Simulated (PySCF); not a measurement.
# C₆H₆F₂: electronic excitations

What electronic excitations should C₆H₆F₂ (`FCC=C=C=CCF`) show?

Programs: PySCF 2.14.0, with density-fitted response routines of our own. Each step states its level of theory. These are calculated values for one molecule in the gas phase, unless marked as measured. Atoms are numbered from 0 throughout.

## 1. The starting structure

14 atoms, charge 0, multiplicity 1; geometry from: GFN2-xTB.

Bonds of the start (Å): F0–C1 1.37, C1–C2 1.50, C2–C3 1.31, C3–C4 1.26, C4–C5 1.31, C5–C6 1.50, C6–F7 1.38, C1–H8 1.10, C1–H9 1.09, C2–H10 1.08, C5–H11 1.08, C6–H12 1.09, C6–H13 1.10.

## 2. Excited states and response: CAM-B3LYP/def2-SVPD

What the job is given:

```
{"job": {"kind": "uv", "xc": "CAM-B3LYP", "basis": "def2-SVPD", "nstates": 8, "ntriplets": 3}, "charge": 0, "multiplicity": 1}
F     -3.928927     0.587561     0.883016
C     -2.717680    -0.026917     1.089052
C     -1.985000    -0.185580    -0.205840
C     -0.680145    -0.132154    -0.315233
C      0.572474    -0.097627    -0.419517
C      1.876809    -0.048459    -0.538842
C      2.803497     0.219393     0.604991
F      3.898515    -0.610650     0.538232
H     -2.942029    -1.008293     1.530831
H     -2.160378     0.583632     1.806887
H     -2.607800    -0.363750    -1.072120
H      2.352008    -0.209375    -1.497249
H      2.323464     0.046182     1.573227
H      3.194513     1.245564     0.560449
```

With the program's defaults for keys left out, this is: TDDFT CAM-B3LYP/def2-SVPD, vertical, gas phase, core orbitals frozen in the response.

Run with:

```sh
> OMP_NUM_THREADS=1 python probes_run.py task.json out
```

The driver reads the jobs from task.json and runs them one after another.

The log of the run:

```text
coarse grid: 12408 points
cycle   1  E = -431.1910904880  dE =  1.224e+00  |g| = 6.329e-01  |ddm| = 2.027e+01
cycle   2  E = -431.1690824074  dE =  2.201e-02  |g| = 7.967e-01  |ddm| = 2.158e+00
cycle   3  E = -431.2705777331  dE = -1.015e-01  |g| = 5.098e-02  |ddm| = 9.068e-01
cycle   4  E = -431.2711036438  dE = -5.259e-04  |g| = 2.113e-02  |ddm| = 2.474e-01
cycle   5  E = -431.2712150850  dE = -1.114e-04  |g| = 5.460e-03  |ddm| = 7.942e-02
cycle   6  E = -431.2712234198  dE = -8.335e-06  |g| = 1.536e-03  |ddm| = 1.536e-02
final grid: 122688 points
cycle   7  E = -431.3462296841  dE = -3.348e-05  |g| = 4.999e-03  |ddm| = 3.297e-01
cycle   8  E = -431.3462269232  dE =  2.761e-06  |g| = 6.411e-03  |ddm| = 1.981e-02
cycle   9  E = -431.3462346887  dE = -7.766e-06  |g| = 4.646e-04  |ddm| = 9.047e-03
cycle  10  E = -431.3462347333  dE = -4.456e-08  |g| = 2.458e-04  |ddm| = 2.953e-03
cycle  11  E = -431.3462347474  dE = -1.412e-08  |g| = 8.927e-05  |ddm| = 5.608e-04
cycle  12  E = -431.3462347493  dE = -1.879e-09  |g| = 9.489e-06  |ddm| = 3.039e-04
cycle  13  E = -431.3462347493  dE = -3.740e-11  |g| = 3.964e-06  |ddm| = 9.905e-05
converged SCF energy = -431.3462347493

Static polarisability (au): isotropic 88.124, principal 52.042 59.789 152.542

Singlet excitations
state   eV       nm        f      main configurations
  1   4.2487    291.8   0.00057   H-1->L 0.98
  2   5.2274    237.2   0.60453   H->L 0.92
  3   5.6515    219.4   0.01309   H->L+1 0.85
  4   6.7155    184.6   0.00002   H->L+2 0.90
  5   7.4249    167.0   0.00050   H-2->L 0.74, H-1->L+2 0.21
  6   7.5407    164.4   0.03994   H-1->L+2 0.64, H-2->L 0.20, H-1->L+3 0.09
  7   7.6204    162.7   0.00430   H->L+3 0.85
  8   7.6940    161.1   0.75364   H-1->L+1 0.52, H->L+4 0.23, H-3->L 0.11

Triplet excitations (Tamm-Dancoff, eV): 2.6722 3.9616 5.1063
```

Wall time 90 s (1 thread of Arm Neoverse N1, shared host); peak memory 0.95 GiB.

Frontier orbitals and where they lie:

```
orbital      eV                      atoms
 HOMO−3  -11.83  F7 29 %, F0 23 %, C6 11 %
 HOMO−2  -11.30  C4 14 %, C3 14 %, F7 14 %
 HOMO−1   -9.34   C3 33 %, C4 33 %, C2 8 %
   HOMO   -8.44  C5 24 %, C2 24 %, C3 16 %
   LUMO   -0.95  C2 22 %, C5 22 %, C4 17 %
 LUMO+1    1.11  C4 19 %, C3 19 %, C5 13 %
 LUMO+2    1.20  C3 16 %, C4 15 %, C1 13 %
```

With each of the 8 states as a Gaussian band of 0.4 eV half-width at 1/e, the curve within the window shown has maxima at 237 nm (ε 25,000), 161 nm (ε 32,000) L/(mol cm). Beyond the last state computed it falls off for lack of states. The curve at chosen wavelengths:

(nm, ε (L/mol/cm)): (155, 17910), (162, 31819), (170, 12144), (177, 1801), (184, 128), (192, 15), (199, 114), (207, 929), (214, 3830), (221, 10437), (229, 20158), (236, 24584), (243, 22203), (251, 14510), (258, 7984), (265, 3693), (273, 1290), (280, 463), (287, 163), (295, 57), (302, 29), (310, 18), (317, 12), (324, 8), (332, 4), (339, 3)

Leading natural transition orbitals of singlet state 8: the hole lies on C3, C4 about 31 % each; the particle on C3, C4 about 17 % each; H10, H11 about 11 % each; H8, H13 about 8 % each.

Leading natural transition orbitals of singlet state 1: the hole lies on C3, C4 about 38 % each; the particle on C2, C5 about 24 % each; C3, C4 about 16 % each.

Ground-state properties from the same run:

```
           property  computed
  dipole moment (D)      0.35
polarisability (Å³)     13.06
 HOMO–LUMO gap (eV)      7.49
      −ε(HOMO) (eV)      8.44
```

The fields below are evaluated on a grid from the run's orbitals.

Frontier orbitals at CAM-B3LYP/def2-SVPD, with the share of their density that lies nearest to each atom:

```
orbital  energy (eV)                                         lies on
   HOMO        -8.44  C2, C5 about 26 % each; C3, C4 about 14 % each
   LUMO        -0.95  C2, C5 about 22 % each; C3, C4 about 15 % each
```

ELF in a plane through or near 9 of the atoms.

Ten even steps from ' ' (0.00) to '@' (1.00):
```
                                                        
                                                        
                                                        
              ..==::                ::==..              
            ..%%@@%%::    ----    ::%%@@%%..            
            ==@@@@@@++  --****--  ++@@@@@@==            
            ::@@@@@@**--++%%%%++--**@@@@@@::            
              ++@@##==##--####--##==##@@==              
        ....    **::::%%%%::::####--==**    ::::        
      ..--==..::%%**--##::####::##--**%%::::++++::      
      ::++**++----##==::++####++::==##----++##**--      
      ::==++==----##==  ..++++..  --**::::==++++::      
        ::::..--@@@@@@    ....    %%@@%%==..::--..      
              ::@@@@@@--        ..@@@@@@::              
              ..@@@@@@--        ..@@@@%%..              
                **%%##            ==**==                
                  ..                                    
                                                        
                                                        
                                                        
```
The map spans 13.1 Å across and 8.5 Å up, centred on the molecule. Atoms in the plane (x, y in Å): C1 (2.8, -0.5), C2 (1.9, 0.7), C3 (0.6, 0.7), C4 (-0.6, 0.7), C5 (-1.9, 0.7), C6 (-2.8, -0.5), H10 (2.5, 1.6), H11 (-2.5, 1.6), H12 (-2.2, -1.4).

On the surface of density 0.002 e/bohr³ the electrostatic potential runs, from the 1st to the 99th percentile, from -0.95 V near F7 to 1.08 V near H11.

## 3. Summary of results

```
                                quantity                        value
    lowest singlet (CAM-B3LYP/def2-SVPD)  4.25 eV (292 nm), f = 0.001
brightest single state of those computed  state 8, 7.69 eV, f = 0.754
                          lowest triplet                      2.67 eV
   surface potential, 1st and 99th percentile           -0.95 V and 1.08 V
```

What this shows: The first singlet state (HOMO−1→LUMO 0.98) lies at 4.25 eV and is dark; of the 8 states computed, the strongest absorption comes from state 8 at 7.69 eV (the last computed, so partners may be missing). The lowest triplet lies 1.58 eV below the lowest singlet (triplets in Tamm-Dancoff, singlets in full TDDFT). At CAM-B3LYP/def2-SVPD, counted by nearest atom on the grid, the HOMO lies on C2, C5 about 26 % each; C3, C4 about 14 % each, the LUMO on C2, C5 about 22 % each; C3, C4 about 15 % each.
